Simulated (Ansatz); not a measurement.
## C2H7OPSi, SMILES C=C[SiH](O)P: a ladder of methods at one geometry, step by step

With Ansatz 0.2.0 through its Python package.

At the Python prompt:
```pycon
>>> from pathlib import Path
>>> import warnings
>>> import ansatz as az
>>> import numpy as np
>>> warnings.simplefilter('ignore', az.DeckWarning)
>>> geometry_ang = [
...     ('C', (1.6324, 0.869, 0.0518)),
...     ('C', (1.0155, -0.2976, -0.1814)),
...     ('Si', (-0.6743, -0.7629, 0.3452)),
...     ('O', (-1.0399, -0.1257, 1.829)),
...     ('P', (-2.0996, 0.0676, -1.1182)),
...     ('H', (1.1579, 1.6817, 0.5967)),
...     ('H', (2.6424, 1.0426, -0.3098)),
...     ('H', (1.532, -1.0753, -0.7345)),
...     ('H', (-0.7974, -2.2341, 0.4053)),
...     ('H', (-0.3599, -0.2417, 2.5097)),
...     ('H', (-1.4026, -0.3158, -2.2863)),
...     ('H', (-1.6065, 1.3921, -1.1074)),
... ]
>>> c2h7opsi = az.Crystal.molecule()
>>> for symbol, xyz in geometry_ang:
...     c2h7opsi = c2h7opsi.atom(symbol, xyz)
...
>>> base = c2h7opsi.calculation().basis(gaussian='def2-SVP')
>>> print('functional    E (Ha)        dipole (D)   HOMO (eV)  LUMO (eV)')
functional    E (Ha)        dipole (D)   HOMO (eV)  LUMO (eV)
>>> for name in ['cam_b3lyp', 'r2scan', 'lda', 'r2scan0', 'b3lyp', 'hf']:
...     report = base.functional(name).forces().orbitals().run(threads=1, pin='off', runs_dir='runs').report
...     lines = Path(report['orbitals_path']).read_text().splitlines()
...     field_of = lambda key: [line.split('=')[1].strip() for line in lines if line.startswith(key)]
...     orbitals = [(27.211386 * float(e), s, float(n)) for e, s, n in zip(field_of('Ene='), field_of('Spin='), field_of('Occup='))]
...     homo = max(e for e, _, n in orbitals if n > 0.5)
...     lumo = min(e for e, _, n in orbitals if n < 0.5)
...     dipole = 4.803205 * np.linalg.norm(report['charge_distribution']['dipole_moment_e_ang'])
...     print(f'{name:10s} {report["free_energy_ev"] / 27.211386246:14.6f} {dipole:9.3f} {homo:11.3f} {lumo:10.3f}')
...
cam_b3lyp     -786.125348     2.682      -8.030      0.544
r2scan        -786.051322     2.686      -5.969     -1.495
lda           -782.459389     2.569      -5.780     -1.806
r2scan0       -786.026077     2.803      -6.979     -0.629
b3lyp         -786.231209     2.567      -6.562     -0.820
hf            -784.050185     3.012      -9.261      3.079
```

Total energies depend on the basis set; only differences at equal settings carry meaning. The geometry is a force-field or estimated start, not a minimum of this method, and the basis set is short of its limit. A lower total doesn't mark the better method: functionals have no common bound, and MP2 and coupled cluster aren't variational. b3lyp holds the VWN-RPA fit, as in Gaussian; the form of ORCA and Turbomole is b3lyp5. Levels such as HOMO and LUMO are orbital energies: with these approximate functionals they aren't the ionisation energy and electron affinity, and their gap isn't the fundamental gap. Timing: 35 s on 1 thread of Arm Neoverse V1, on a shared host, peak memory 0.35 GiB.
